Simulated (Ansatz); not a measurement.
**GaHClF (SMILES [F][GaH][Cl]): a rigid scan of the bond length F1–Ga2**

How does the energy rise as the bond length F1–Ga2 leaves its equilibrium value, and do density functionals follow CCSD(T)? All other internal coordinates keep their values.

The runs use Ansatz 0.2.0, Gaussian basis; single points in def2-TZVPP.

Levels: PBE-D4, r2SCAN-D4, PBE0-D4, B3LYP-D4, wB97M-V, Hartree-Fock, MP2, CCSD, CCSD(T). The scan takes 1.430, 1.504, 1.611, 1.737, 1.876, 2.027, 2.186, 2.354, 2.529 Å.

Cores are frozen in the correlated methods. Filled d shells of the heavier atoms are correlated. B3LYP uses VWN-RPA correlation.

### Step 1. Where the work starts

The minimum, relaxed at PBE0-D4: SMILES `[F][GaH][Cl]`, 4 atoms, charge 0, spin multiplicity 1.

Atoms are counted from 1 here; the program's logs count them from 0.

Bond lengths: F1–Ga2 1.744 Å, Ga2–Cl3 2.122 Å, Ga2–H4 1.541 Å. Angles: F1–Ga2–Cl3 113.4°, F1–Ga2–H4 120.8°, Cl3–Ga2–H4 125.8°.

As a file:

```xyz
4

F    -1.6868    0.0404    0.2663
Ga    0.0242    0.1336   -0.0590
Cl    1.0662   -1.6589    0.3917
H     0.6520    1.4246   -0.6194
```

Energies of the minimum (eV), from earlier single points: PBE-D4 -67622.37984, r2SCAN-D4 -67635.83127, PBE0-D4 -67624.43056, B3LYP-D4 -67639.91524, wB97M-V -67633.88353, CCSD(T) -67582.96217.

At the minimum the bond length F1–Ga2 is 1.744 Å.

### Step 2. F1–Ga2 = 1.430 Å

File ccsdt-tzvpp/in.yaml:

```yaml
crystal:
  periodic: [false, false, false]
  atoms:
    - {symbol: F, position_ang: [-1.686783, 0.040401, 0.266348]}
    - {symbol: Ga, position_ang: [-0.283961, 0.116823, -0.000393]}
    - {symbol: Cl, position_ang: [0.758127, -1.675675, 0.450302]}
    - {symbol: H, position_ang: [0.343851, 1.407794, -0.560792]}
basis:
  gaussian: {orbitals: def2-TZVPP}
correlation: {method: ccsd_t}
```

No record of the launch command was kept for these runs.

The runs that follow: F1–Ga2 = 1.504 Å; F1–Ga2 = 1.611 Å; F1–Ga2 = 1.737 Å; F1–Ga2 = 1.876 Å; F1–Ga2 = 2.027 Å; F1–Ga2 = 2.186 Å; F1–Ga2 = 2.354 Å; F1–Ga2 = 2.529 Å.

Q: Predict the outcome of this session. Wanted: highest point, CCSD(T); lowest point, CCSD(T); minimum along the scan, CCSD(T); RMS deviation from CCSD(T); largest T1 diagnostic.

As calculated:

| quantity | value |
| --- | --- |
| highest point, CCSD(T) | 265.8 kJ/mol at 2.529 Å |
| lowest point, CCSD(T) | 0.0 kJ/mol at 1.744 Å |
| minimum along the scan, CCSD(T) | 1.742 Å |
| curvature there | 27.7 eV/Å² |
| RMS deviation from CCSD(T) | PBE-D4 23.3, r2SCAN-D4 6.2, PBE0-D4 5.3, B3LYP-D4 13.3, wB97M-V 3.8, Hartree-Fock 14.9, MP2 0.8, CCSD 4.5 kJ/mol |
| largest T1 diagnostic | 0.021 |

A polynomial through the near points puts the CCSD(T) minimum 0.002 Å below the PBE0-D4 value. The third derivative is negative, the usual anharmonicity of a bond. Curvature against CCSD(T): PBE-D4 -14 %, Hartree-Fock +11 %. Best along the scan: MP2. Worst: PBE-D4.
